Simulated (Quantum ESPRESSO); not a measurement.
# WF (P1) in Quantum ESPRESSO: convergence with density cutoff

Aim: find how far density cutoff must go before the results for WF settle, at LDA. This setting moves, with any that are tied to it; all else stays.

Program: Quantum ESPRESSO 7.5. These are calculated values, not measurements. Logs are shortened: lines on timing, memory, paths and dates and some standing lists are left out, and cuts for length are marked.

## Step 1: The cell of the first run

The typed cell holds 2 atoms: a = 5.309 Å, b = 5.309 Å, c = 5.309 Å, α = 29.82°, β = 29.82°, γ = 29.82°.

The cell was built by a generator and needn't be a form met in nature.

The cell isn't the ideal one: atoms moved at random, drawn with an rms of 0.05 Å.

## Step 2: With density cutoff 224 Ry

The input, pw.in:

```
&CONTROL
  calculation = 'scf'
  prefix = 'pwscf'
  outdir = './tmp'
  pseudo_dir = './pseudo'
  tprnfor = .true.
  tstress = .true.
  disk_io = 'nowf'
/
&SYSTEM
  ibrav = 0
  nat = 2
  ntyp = 2
  ecutwfc = 56
  ecutrho = 224
  nbnd = 17
  occupations = 'smearing'
  smearing = 'fd'
  degauss = 0.00734986
/
&ELECTRONS
  conv_thr = 4d-10
  electron_maxstep = 120
  mixing_beta = 0.5
/
ATOMIC_SPECIES
W    183.8400 w_lda_v1.2.uspp.F.UPF
F     18.9984 f_lda_v1.4.uspp.F.UPF
CELL_PARAMETERS angstrom
   1.3658900000    0.7886000000    5.0696000000
  -1.3658900000    0.7886000000    5.0696000000
   0.0000000000   -1.5771900000    5.0696000000
ATOMIC_POSITIONS crystal
W      0.8067540000    0.8235860000    0.8036720000
F      0.9302470000    0.9598050000    0.9183760000
K_POINTS automatic
8 8 8 0 0 0
```

Potentials or basis: GBRV 1.5 LDA.

On the command line:

```sh
$ OMP_NUM_THREADS=1 pw.x -in pw.in > pw.out
```

pw.out:

```text
This program is part of the open-source Quantum ESPRESSO suite
     for quantum simulation of materials; please cite
[... 6 lines left out ...]
     --------------------
     sticks:   dense  smooth     PW     G-vecs:    dense   smooth      PW
     Sum         891     891    305                12561    12561    2463

     Using Slab Decomposition

     bravais-lattice index     =            0
     lattice parameter (alat)  =      10.0331  a.u.
     unit-cell volume          =     221.1018 (a.u.)^3
     number of atoms/cell      =            2
     number of atomic types    =            2
     number of electrons       =        21.00
     number of Kohn-Sham states=           17
     kinetic-energy cutoff     =      56.0000  Ry
     charge density cutoff     =     224.0000  Ry
     scf convergence threshold =      4.0E-10
     mixing beta               =       0.5000
     number of iterations used =            8  plain     mixing
     Exchange-correlation=  SLA  PZ   NOGX NOGC
                           (   1   1   0   0   0   0   0)

     celldm(1)=  10.033074  celldm(2)=   0.000000  celldm(3)=   0.000000
     celldm(4)=   0.000000  celldm(5)=   0.000000  celldm(6)=   0.000000

     crystal axes: (cart. coord. in units of alat)
               a(1) = (   0.257265   0.148533   0.954857 )
               a(2) = (  -0.257265   0.148533   0.954857 )
               a(3) = (   0.000000  -0.297063   0.954857 )

     reciprocal axes: (cart. coord. in units 2 pi/alat)
               b(1) = (  1.943522  1.122093  0.349091 )
               b(2) = ( -1.943522  1.122093  0.349091 )
               b(3) = (  0.000000 -2.244186  0.349094 )

     PseudoPot. # 1 for W  read from file:
     w_lda_v1.2.uspp.F.UPF
     Pseudo is Ultrasoft + core correction, Zval = 14.0
     Generated by new atomic code, or converted to UPF format
     Using radial grid of  923 points,  8 beta functions with:
                l(1) =   0
                l(2) =   0
                l(3) =   0
                l(4) =   1
                l(5) =   1
                l(6) =   2
                l(7) =   2
                l(8) =   3
     Q(r) pseudized with  6 coefficients,  rinner =    1.350   1.350   1.350
                                                       1.350   1.350   1.350
                                                       1.350

     PseudoPot. # 2 for F  read from file:
     f_lda_v1.4.uspp.F.UPF
     Pseudo is Ultrasoft, Zval =  7.0
     Generated by new atomic code, or converted to UPF format
     Using radial grid of  799 points,  4 beta functions with:
                l(1) =   0
                l(2) =   0
                l(3) =   1
                l(4) =   1
     Q(r) pseudized with  8 coefficients,  rinner =    0.950   0.950   0.950

     atomic species   valence    mass     pseudopotential
     W                14.00   183.84000     W ( 1.00)
     F                 7.00    18.99840     F ( 1.00)

     No symmetry found

   Cartesian axes

     site n.     atom                  positions (alat units)
         1        W      tau(   1) = (  -0.0043303   0.0034172   2.3241346  )
         2        F      tau(   2) = (  -0.0076042   0.0079185   2.6816485  )

     number of k points=   260  Fermi-Dirac smearing, width (Ry)=  0.0073

     Number of k-points >= 100: set verbosity='high' to print them.

     Dense  grid:    12561 G-vectors     FFT dimensions: (  48,  48,  48)

     Check: negative core charge=   -0.000003

     Initial potential from superposition of free atoms

     starting charge      20.8997, renormalised to      21.0000

     negative rho (up, down):  6.093E-02 0.000E+00
     Starting wfcs are   17 randomized atomic wfcs

     Self-consistent Calculation

     iteration #  1     ecut=    56.00 Ry     beta= 0.50
     Davidson diagonalization with overlap
     ethr =  1.00E-02,  avg # of iterations =  5.4

     Threshold (ethr) on eigenvalues was too large:
     Diagonalizing with lowered threshold

     Davidson diagonalization with overlap
     ethr =  7.41E-04,  avg # of iterations =  1.3

     negative rho (up, down):  6.228E-02 0.000E+00

     total energy              =    -207.66876056 Ry
     estimated scf accuracy    <       0.15648224 Ry

     iteration #  2     ecut=    56.00 Ry     beta= 0.50
     Davidson diagonalization with overlap
     ethr =  7.45E-04,  avg # of iterations =  2.0

     negative rho (up, down):  6.299E-02 0.000E+00

     total energy              =    -207.67153466 Ry
     estimated scf accuracy    <       0.16302893 Ry

     iteration #  3     ecut=    56.00 Ry     beta= 0.50
     Davidson diagonalization with overlap
     ethr =  7.45E-04,  avg # of iterations =  1.7

     negative rho (up, down):  6.383E-02 0.000E+00

     total energy              =    -207.70680623 Ry
     estimated scf accuracy    <       0.01731991 Ry

     iteration #  4     ecut=    56.00 Ry     beta= 0.50
     Davidson diagonalization with overlap
     ethr =  8.25E-05,  avg # of iterations =  1.3

     negative rho (up, down):  6.414E-02 0.000E+00

     total energy              =    -207.70888912 Ry
     estimated scf accuracy    <       0.00077287 Ry

     iteration #  5     ecut=    56.00 Ry     beta= 0.50
     Davidson diagonalization with overlap
     ethr =  3.68E-06,  avg # of iterations =  3.6

     negative rho (up, down):  6.431E-02 0.000E+00

     total energy              =    -207.70899289 Ry
     estimated scf accuracy    <       0.00008836 Ry

     iteration #  6     ecut=    56.00 Ry     beta= 0.50
     Davidson diagonalization with overlap
     ethr =  4.21E-07,  avg # of iterations =  1.1

     negative rho (up, down):  6.429E-02 0.000E+00

     total energy              =    -207.70899959 Ry
     estimated scf accuracy    <       0.00000701 Ry

     iteration #  7     ecut=    56.00 Ry     beta= 0.50
     Davidson diagonalization with overlap
     ethr =  3.34E-08,  avg # of iterations =  1.9

     negative rho (up, down):  6.423E-02 0.000E+00

     total energy              =    -207.70900080 Ry
     estimated scf accuracy    <       0.00000014 Ry

     iteration #  8     ecut=    56.00 Ry     beta= 0.50
     Davidson diagonalization with overlap
     ethr =  6.61E-10,  avg # of iterations =  3.9

     negative rho (up, down):  6.422E-02 0.000E+00

     total energy              =    -207.70900086 Ry
     estimated scf accuracy    <       0.00000002 Ry

     iteration #  9     ecut=    56.00 Ry     beta= 0.50
     Davidson diagonalization with overlap
     ethr =  7.34E-11,  avg # of iterations =  1.5

     negative rho (up, down):  6.421E-02 0.000E+00

     total energy              =    -207.70900087 Ry
     estimated scf accuracy    <          7.6E-10 Ry

     iteration # 10     ecut=    56.00 Ry     beta= 0.50
     Davidson diagonalization with overlap
     ethr =  3.64E-12,  avg # of iterations =  3.9

     negative rho (up, down):  6.421E-02 0.000E+00

     End of self-consistent calculation

     Number of k-points >= 100: set verbosity='high' to print the bands.

     the Fermi energy is    10.4069 ev

!    total energy              =    -207.70900087 Ry
     estimated scf accuracy    <          6.6E-11 Ry
     smearing contrib. (-TS)   =      -0.00212659 Ry
     internal energy E=F+TS    =    -207.70687427 Ry

     The total energy is F=E-TS. E is the sum of the following terms:
     one-electron contribution =     -78.81989330 Ry
     hartree contribution      =      47.61102302 Ry
     xc contribution           =     -49.96535388 Ry
     ewald contribution        =    -126.53265011 Ry

     convergence has been achieved in  10 iterations

     negative rho (up, down):  6.421E-02 0.000E+00

     Forces acting on atoms (cartesian axes, Ry/au):

     atom    1 type  1   force =    -0.00199493    0.00274096    0.04356409
     atom    2 type  2   force =     0.00199493   -0.00274096   -0.04356409

     Total force =     0.061795     Total SCF correction =     0.000029

     Computing stress (Cartesian axis) and pressure

     negative rho (up, down):  6.421E-02 0.000E+00
          total   stress  (Ry/bohr**3)                   (kbar)     P=     -111.50
  -0.00064793   0.00000057   0.00003335          -95.31        0.08        4.91
   0.00000057  -0.00064721  -0.00004578            0.08      -95.21       -6.73
   0.00003335  -0.00004578  -0.00097874            4.91       -6.73     -143.98

=------------------------------------------------------------------------------=
   JOB DONE.
=------------------------------------------------------------------------------=
```

Run time: 2.2 min. Hardware: 1 thread of Intel Xeon 6975P-C (Granite Rapids), shared host; peak memory 0.23 GiB.

What came out:

```
Free energy            : -2826.0249 eV
Pressure               : -11.2 GPa
Largest force          : 1.123 eV/Å
Band gap on the k mesh : none (metal or under the smearing width)
```

## Step 3: With density cutoff 280 Ry

pw.in, as its differences from that of step 2:

```diff
@@ -14,3 +14,3 @@
   ecutwfc = 56
-  ecutrho = 224
+  ecutrho = 280
   nbnd = 17
```

Potentials or basis: GBRV 1.5 LDA.

On the command line:

```sh
$ OMP_NUM_THREADS=1 pw.x -in pw.in > pw.out
```

Wall time 2.2 min (1 thread of Intel Xeon 6975P-C (Granite Rapids), shared host); peak memory 0.26 GiB.

Results:

- Free energy: -2826.0250 eV
- Pressure: -11.2 GPa
- Largest force: 1.124 eV/Å
- Band gap on the k mesh: none (metal or under the smearing width)

## Step 4: With density cutoff 336 Ry

pw.in, as its differences from that of step 3:

```diff
@@ -14,3 +14,3 @@
   ecutwfc = 56
-  ecutrho = 280
+  ecutrho = 336
   nbnd = 17
```

On the command line:

```sh
$ OMP_NUM_THREADS=1 pw.x -in pw.in > pw.out
```

It took 2.2 min on 1 thread of Intel Xeon 6975P-C (Granite Rapids), shared host; peak memory 0.3 GiB.

What came out:

```
Free energy            : -2826.0250 eV
Pressure               : -11.2 GPa
Largest force          : 1.124 eV/Å
Band gap on the k mesh : none (metal or under the smearing width)
```

## Step 5: With density cutoff 392 Ry

pw.in, as its differences from that of step 4:

```diff
@@ -14,3 +14,3 @@
   ecutwfc = 56
-  ecutrho = 336
+  ecutrho = 392
   nbnd = 17
```

On the command line:

```sh
$ OMP_NUM_THREADS=1 pw.x -in pw.in > pw.out
```

It took 2.3 min on 1 thread of Intel Xeon 6975P-C (Granite Rapids), shared host; peak memory 0.35 GiB.

Results:

```yaml
Free_energy: -2826.0250 eV
Pressure: -11.2 GPa
Largest_force: 1.124 eV/Å
Band_gap_on_the_k_mesh: none (metal or under the smearing width)
```

## Step 6: With density cutoff 448 Ry

pw.in, as its differences from that of step 5:

```diff
@@ -14,3 +14,3 @@
   ecutwfc = 56
-  ecutrho = 392
+  ecutrho = 448
   nbnd = 17
```

Potentials or basis: GBRV 1.5 LDA.

On the command line:

```sh
$ OMP_NUM_THREADS=1 pw.x -in pw.in > pw.out
```

Wall time 2.2 min (1 thread of Intel Xeon 6975P-C (Granite Rapids), shared host); peak memory 0.4 GiB.

Results (log left out):

- Free energy: -2826.0250 eV
- Pressure: -11.2 GPa
- Largest force: 1.124 eV/Å
- Band gap on the k mesh: none (metal or under the smearing width)

## Step 7: With density cutoff 560 Ry

pw.in, as its differences from that of step 6:

```diff
@@ -14,3 +14,3 @@
   ecutwfc = 56
-  ecutrho = 448
+  ecutrho = 560
   nbnd = 17
```

On the command line:

```sh
$ OMP_NUM_THREADS=1 pw.x -in pw.in > pw.out
```

It took 2.4 min on 1 thread of Intel Xeon 6975P-C (Granite Rapids), shared host; peak memory 0.49 GiB.

The run converged. Its results:

| Property | Result |
| --- | --- |
| Free energy | -2826.0250 eV |
| Pressure | -11.2 GPa |
| Largest force | 1.124 eV/Å |
| Band gap on the k mesh | none (metal or under the smearing width) |

## Step 8: With density cutoff 672 Ry

pw.in, as its differences from that of step 7:

```diff
@@ -14,3 +14,3 @@
   ecutwfc = 56
-  ecutrho = 560
+  ecutrho = 672
   nbnd = 17
```

On the command line:

```sh
$ OMP_NUM_THREADS=1 pw.x -in pw.in > pw.out
```

Wall time 2.4 min (1 thread of Intel Xeon 6975P-C (Granite Rapids), shared host); peak memory 0.61 GiB.

Results (log left out):

- Free energy: -2826.0250 eV
- Pressure: -11.1 GPa
- Largest force: 1.124 eV/Å
- Band gap on the k mesh: none (metal or under the smearing width)

## Step 9: With density cutoff 896 Ry

pw.in, as its differences from that of step 8:

```diff
@@ -14,3 +14,3 @@
   ecutwfc = 56
-  ecutrho = 672
+  ecutrho = 896
   nbnd = 17
```

Potentials or basis: GBRV 1.5 LDA.

On the command line:

```sh
$ OMP_NUM_THREADS=1 pw.x -in pw.in > pw.out
```

It took 2.4 min on 1 thread of Intel Xeon 6975P-C (Granite Rapids), shared host; peak memory 0.81 GiB.

Results (log left out):

```yaml
Free_energy: -2826.0250 eV
Pressure: -11.1 GPa
Largest_force: 1.124 eV/Å
Band_gap_on_the_k_mesh: none (metal or under the smearing width)
```

## Step 10: Result

| density cutoff | energy less the tightest run, at zero smearing (meV/atom) | SCF cycles | CPU time (s) | peak memory (GiB) |
| --- | --- | --- | --- | --- |
| 224 Ry | 0.04 | 10 | 130 | 0.23 |
| 280 Ry | 0.02 | 10 | 130 | 0.26 |
| 336 Ry | 0.02 | 10 | 130 | 0.3 |
| 392 Ry | 0.01 | 10 | 140 | 0.35 |
| 448 Ry | 0.01 | 10 | 130 | 0.4 |
| 560 Ry | 0.00 | 10 | 140 | 0.49 |
| 672 Ry | 0.00 | 10 | 140 | 0.61 |
| 896 Ry | 0.00 | 10 | 150 | 0.81 |

Against the tightest run, the energy stays within 1 meV/atom from 224 Ry on. The tightest run that finished is the yardstick and may itself not be fully converged.

Caveats: an odd number of electrons without spin polarisation forces a metal; a magnetic or distorted state may lie lower.
